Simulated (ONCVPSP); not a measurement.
# An ONCV potential for aluminium, from input to tests

Aim: build the potential from the settings below, then test how well it stands in for the atom: other configurations, scattering, ghost states and the plane-wave cutoff that it needs.

Program: ONCVPSP 4.0.1. Reference atom: PBE, non-relativistic, spherical and spin-unpolarised. All values are calculated.

## (1) The atom and the settings

The settings as typed:

- element: aluminium (Al, Z = 13)
- type: optimised norm-conserving Vanderbilt (ONCV)
- frozen core: [Ne]
- valence charge: 3
- reference configuration: 3s1 (charge +2)
- partial waves: 3s: rc 1.65 bohr, ncon 3, nbas 7, qcut 4.7 1/bohr, 2 projectors, debl 2.4 Ha; p scattering state at 0.32 Ha: rc 1.80 bohr, ncon 3, nbas 6, qcut 4.8 1/bohr, 3 projectors, debl 3.3 Ha; d scattering state at 0.03 Ha: rc 1.70 bohr, ncon 4, nbas 7, qcut 4.8 1/bohr, 2 projectors, debl 2.7 Ha
- local potential: polynomial inside 1.35 bohr (lpopt 1, dvloc0 0 Ha)
- core correction: polynomial model core, fcfact 0.5

The outer shells as boxes (Hund's rule for the drawing; the calculation is spin-unpolarised):

```
[Ne] core
3s [↑ ]
```

The nodes and maxima of the atom's own shells, from an earlier all-electron run, set the scale for the radii.

All-electron outer shells of the reference configuration (PBE, non-relativistic, ld1.x):

| shell | level (eV) | outermost node (bohr) | outermost maximum (bohr) |
| --- | --- | --- | --- |
| 2p | -90.28 | – | 0.43 |
| 3s | -23.71 | 0.79 | 1.91 |
| 3p | -17.21 | 0.80 | 2.19 |

## (2) Generating the potential

Contents of Al.dat:

```
# ATOM AND REFERENCE CONFIGURATION
# atsym  z   nc   nv     iexc    psfile
  Al 13.00    3    1        4      upf
#
#   n    l    f
    1    0    2.00
    2    0    2.00
    2    1    6.00
    3    0    1.00
#
# PSEUDOPOTENTIAL AND OPTIMIZATION
# lmax
    2
#
#   l,   rc,      ep,       ncon, nbas, qcut
    0    1.65    0.00    3    7    4.70
    1    1.80    0.32    3    6    4.80
    2    1.70    0.03    4    7    4.80
#
# LOCAL POTENTIAL
# lloc, lpopt,  rc(5),   dvloc0
    4    1    1.35    0.00
#
# VANDERBILT-KLEINMAN-BYLANDER PROJECTORs
# l, nproj, debl
    0    2    2.40
    1    3    3.30
    2    2    2.70
#
# MODEL CORE CHARGE
# icmod, fcfact, rcfact
    1    0.50    0.00
#
# LOG DERIVATIVE ANALYSIS
# epsh1, epsh2, depsh
   -2.00    5.00    0.02
#
# OUTPUT GRID
# rlmax, drl
    6.00    0.01
#
# TEST CONFIGURATIONS
# ncnf
    4
# nvcnf
#   n    l    f
    2
    3    0    2.00
    3    1    1.00
#
    1
    3    0    2.00
#
    2
    3    0    2.00
    3    1    0.50
#
    2
    3    0    0.00
    3    1    3.00
#
```

Command:

```
oncvpspnr.x < Al.dat > Al.out
```

Before running it: what results should come out? Wanted: cutoffs for 1 and 0.1 mHa per electron, occupied waves; bound ghosts; GHOST(+) flags; largest test error; largest phase difference near zero energy, channels read; rms error of d²Exc/dn², without and with the model core; projector energies reset by the program.

As calculated:

| quantity | value |
| --- | --- |
| cutoffs for 1 and 0.1 mHa per electron, occupied waves | 6.7 Ha and 8.6 Ha |
| bound ghosts | d at -7.79 eV |
| GHOST(+) flags | s at 109 eV |
| largest test error (AE − PS) | +65 meV, for 3s0 3p3 |
| largest phase difference near zero energy, channels read | 3.142 rad |
| rms error of d²Exc/dn², without and with the model core | 24.38 and 5.11 mHa |
| projector energies reset by the program | p: 0.050, 3.350, 6.650 Ha |

In words: It has a bound ghost (d), a state that the atom doesn't have, and that rules the file out. The worst unpolarised test, 3s0 3p3, is off by 65 meV on 14.6 eV; by total energies transferability rates as fair. The potential is soft on the atom at that tolerance: the looser tolerance needs 6.7 Ha. That counts occupied waves only; other projectors can need more. Of the channels read, d scatters worst near zero energy, by up to 3.14 rad. A step near π is an extra or missing state, not a misfit of shape. The pseudo curves have a pole with no partner nearby in the atom's: d at -0.29 Ha. The program also flags highly localised states, GHOST(+) (s). All of this concerns the isolated atom, not yet a solid.
